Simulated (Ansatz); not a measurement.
# F2H5NSi: a barrier at many levels of theory

How high is the barrier of this step (Si1–H7 formed, N2–H6 formed, Si1–N2 broken, H6–H7 broken), and how far do cheaper methods land from CCSD(T)?

Computed with Ansatz 0.2.0, Gaussian basis. Level: single points in def2-TZVPP on PBE0-D4/def2-TZVP structures.

Levels: SPW92, PBE-D4, BLYP-D4, r2SCAN-D4, B97M-V, PBE0-D4, B3LYP-D4, r2SCAN0-D4, BHLYP-D4, CAM-B3LYP-D4, wB97X-V, wB97M-V, B2PLYP, PBE-QIDH, RPA on PBE, Hartree-Fock, MP2, CCSD, CCSD(T). The reference is CCSD(T) at the basis limit, from triple and quadruple zeta. Zero-point energies come from PBE0-D4 vibrations.

Correlated methods freeze the cores. B3LYP uses VWN-RPA correlation. B2PLYP carries no dispersion term here.

23 further runs of the same task are left out: 23 set aside as unsound or not needed.

**1. The three structures**

Charge 0, multiplicity 1. The folders r, ts and p hold the start, the saddle and the end; their coordinates stand in the first inputs.

```tsv
pair	r (Å)	ts (Å)	p (Å)
Si1–H7	4.358	1.785	1.477
N2–H6	2.838	1.230	1.014
Si1–N2	1.686	1.845	2.334
H6–H7	0.748	1.123	2.793
```

**2. wB97M-V/def2-TZVPP**

Input file r/in.yaml:

```yaml
crystal:
  periodic: [false, false, false]
  atoms:
    - {symbol: Si, position_ang: [-0.512364, -0.992186, -0.530272]}
    - {symbol: N, position_ang: [0.875447, -0.123674, -0.127477]}
    - {symbol: F, position_ang: [-0.249224, -2.310829, -1.379204]}
    - {symbol: F, position_ang: [-1.171838, -1.502776, 0.818393]}
    - {symbol: H, position_ang: [-1.446422, -0.161597, -1.303317]}
    - {symbol: H, position_ang: [-0.068446, 2.189583, 1.219667]}
    - {symbol: H, position_ang: [-0.261781, 2.850179, 1.511489]}
    - {symbol: H, position_ang: [1.516774, -0.438268, 0.582345]}
    - {symbol: H, position_ang: [1.317856, 0.489673, -0.791624]}
basis:
  gaussian: {orbitals: def2-TZVPP}
hamiltonian: {xc: {name: wB97M-V}}
```

Input file ts/in.yaml:

```yaml
crystal:
  periodic: [false, false, false]
  atoms:
    - {symbol: Si, position_ang: [-0.702761, -0.310329, -0.121587]}
    - {symbol: N, position_ang: [1.062291, 0.221276, -0.052526]}
    - {symbol: F, position_ang: [-0.472767, -1.653905, -1.000425]}
    - {symbol: F, position_ang: [-1.234262, -1.010774, 1.208944]}
    - {symbol: H, position_ang: [-1.552053, 0.422665, -1.075713]}
    - {symbol: H, position_ang: [0.378213, 1.111654, 0.449207]}
    - {symbol: H, position_ang: [-0.679653, 1.210259, 0.812686]}
    - {symbol: H, position_ang: [1.595014, -0.222509, 0.688400]}
    - {symbol: H, position_ang: [1.605979, 0.231766, -0.908988]}
basis:
  gaussian: {orbitals: def2-TZVPP}
hamiltonian: {xc: {name: wB97M-V}}
```

Input file p/in.yaml:

```yaml
crystal:
  periodic: [false, false, false]
  atoms:
    - {symbol: Si, position_ang: [-0.982729, -0.379032, 0.187986]}
    - {symbol: N, position_ang: [1.136870, 0.511694, -0.212383]}
    - {symbol: F, position_ang: [-0.156789, -1.728159, -0.086211]}
    - {symbol: F, position_ang: [-2.446398, -1.003284, 0.463674]}
    - {symbol: H, position_ang: [-1.256912, 0.436757, -1.012273]}
    - {symbol: H, position_ang: [1.169040, 1.522711, -0.145656]}
    - {symbol: H, position_ang: [-0.710939, 0.262149, 1.490418]}
    - {symbol: H, position_ang: [1.798672, 0.130451, 0.454110]}
    - {symbol: H, position_ang: [1.449187, 0.246816, -1.139664]}
basis:
  gaussian: {orbitals: def2-TZVPP}
hamiltonian: {xc: {name: wB97M-V}}
```

The command line of these runs was not kept.

After this run come: CCSD(T)/def2-TZVPP; MP2/def2-QZVPP; Vibrations of the start structure; Vibrations of the end structure.

Q: Predict the outcome of this session. Wanted: barrier, CCSD(T)/CBS; reverse barrier, CCSD(T)/CBS; step energy, CCSD(T)/CBS; barrier with zero-point energy; step energy with zero-point energy; imaginary mode at the saddle; largest T1 diagnostic.

As calculated:

| quantity | value |
| --- | --- |
| barrier, CCSD(T)/CBS | 213.5 kJ/mol |
| reverse barrier, CCSD(T)/CBS | 179.9 kJ/mol |
| step energy, CCSD(T)/CBS | +33.6 kJ/mol |
| barrier with zero-point energy | 222.8 kJ/mol |
| step energy with zero-point energy | +57.1 kJ/mol |
| imaginary mode at the saddle | 1427i cm⁻¹ |
| largest T1 diagnostic | 0.011 |

What this shows: Among the functionals B2PLYP lands nearest to CCSD(T)/CBS (-0.3 kJ/mol) and SPW92 farthest (-76.9 kJ/mol). By rung, the mean size of the error is: LDA 76.9, GGA 26.5, meta-GGA 22.2, hybrid 14.7, range-separated hybrid 8.6, double hybrid 6.0 kJ/mol. PBE-D4 gives a barrier 39.6 kJ/mol too low, outside chemical accuracy (1 kcal/mol, 4.2 kJ/mol). Every functional without exact exchange puts the barrier too low, the usual mark of self-interaction error, which favours the spread-out density of a saddle. The barrier rises with the share of exact exchange, from BLYP-D4 through B3LYP-D4 to BHLYP-D4 (-13.3, -6.4, +8.6 kJ/mol). Hartree-Fock, with no correlation, is off by +53.8 kJ/mol. Zero-point motion raises the barrier by 9.4 kJ/mol.
